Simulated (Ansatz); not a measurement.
# BClFH3O: the cost of one run

Method: RKS PBE-D4/def2-SVP, in Ansatz 0.2.0.

**1. The system as given**

Bond lengths: B1–O2 1.760 Å, O2–H3 1.010 Å, B1–H4 1.190 Å, B1–F5 1.320 Å, B1–Cl6 2.160 Å, O2–H7 1.123 Å, Cl6–H7 1.362 Å. Angles: B1–O2–H3 109.5°, B1–O2–H7 85.7°, H3–O2–H7 110.2°, O2–B1–H4 120.0°, O2–B1–F5 120.0°, O2–B1–Cl6 71.6°, H4–B1–F5 120.0°, H4–B1–Cl6 96.8°, F5–B1–Cl6 101.3°, B1–Cl6–H7 65.3°, O2–H7–Cl6 137.3°.

Coordinates:

```xyz
7

B     0.0000    0.0000    0.0000
O     0.0000    0.0000    1.7600
H    -0.9095   -0.2814    2.0971
H     1.0305    0.0000   -0.5950
F    -1.1431    0.0000   -0.6600
Cl    0.0968    2.0475    0.6811
H     0.0529    1.1186    1.6763
```

**2. Pulling towards end A**

Springs on the bonds that form and break draw the guess towards this end; the thresholds are loose.

input.yaml reads:

```yaml
crystal:
  periodic: [false, false, false]
  atoms:
    - { symbol: B, position_ang: [0.0, 0.0, 0.0] }
    - { symbol: O, position_ang: [0.0, 0.0, 1.76] }
    - { symbol: H, position_ang: [-0.9095, -0.2814, 2.0971] }
    - { symbol: H, position_ang: [1.0305, 0.0, -0.595] }
    - { symbol: F, position_ang: [-1.1431, 0.0, -0.66] }
    - { symbol: Cl, position_ang: [0.0968, 2.0475, 0.6811] }
    - { symbol: H, position_ang: [0.0529, 1.1186, 1.6763] }
basis:
  gaussian: { orbitals: def2-SVP }
hamiltonian:
  xc: pbe
  dispersion: d4
relax:
  f_tol: 0.15
  max_steps: 25
  restrain:
    - { distance: [0, 5], at: 3.06, k: 30.0 }
    - { distance: [6, 1], at: 2.21, k: 30.0 }
    - { distance: [0, 1], at: 1.41, k: 30.0 }
    - { distance: [6, 5], at: 1.37, k: 30.0 }
```

Started as:

```bash
$ ansatz run input.yaml --threads 1 --pin off --max-ram 2048MiB --backend cpu --events-out ev --progress --plain --runs-dir out
```

**Question.** How long does this run take on 1 thread of Arm Neoverse V1, shared host, and how much memory does it need?

About 25 s, with a peak of 0.16 GiB.
